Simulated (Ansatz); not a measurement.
# Sc (Sc, bcc): the cost of one run

Computed with Ansatz 0.2.0 (DFT r2SCAN, plane waves (500 eV) with PAW, scalar-relativistic; PAW files made under PBE, frozen cores solved again for the functional, unless a step says otherwise).

## (1) The system as given

Symmetry: Im-3m, No. 229, cubic system. The conventional cell has a = 3.684 Å, b = 3.684 Å, c = 3.684 Å, α = 90.00°, β = 90.00°, γ = 90.00°. Sc (site symmetry m-3m) is surrounded by 8 Sc at 3.19 Å.

Structure file:

```
Sc
1.0
    -1.84207    1.84207    1.84207
     1.84207   -1.84207    1.84207
     1.84207    1.84207   -1.84207
Sc
1
Direct
  0.00000 0.00000 0.00000
```

## (2) Geometry optimisation

Input file input.yaml:

```yaml
crystal:
  lattice:
    - [-1.8420678645, 1.8420678645, 1.8420678645]
    - [1.8420678645, -1.8420678645, 1.8420678645]
    - [1.8420678645, 1.8420678645, -1.8420678645]
  atoms:
    - { symbol: Sc, position: [0.0, 0.0, 0.0] }
hamiltonian:
  xc: r2scan
  pseudopotentials:
    kind: paw
    azcp:
      Sc: "pseudopotentials/Sc.paw.azcp"
basis:
  ecutwfc: 500
  fft_grid_basis: typed
kpoints:
  mp_grid: { grid: [12, 12, 12], shift: [0, 0, 0] }
magnetization:
  spin_polarized: false
scf:
  occupations: { method: fermi_dirac, width: 0.1 }
relax:
  max_steps: 60
  f_tol: 0.01
  cell: {}
```

Launch:

```sh
$ ansatz run input.yaml --threads 1 --pin off --max-ram 3584MiB --backend cpu --events-out ev --progress --plain --runs-dir out
```

**Question.** How long does this run take on 1 thread of Intel Xeon Platinum 8259CL at 2.50GHz (Skylake/Cascade Lake), shared host, and how much memory does it need?

About 14 s, with a peak of 0.55 GiB.
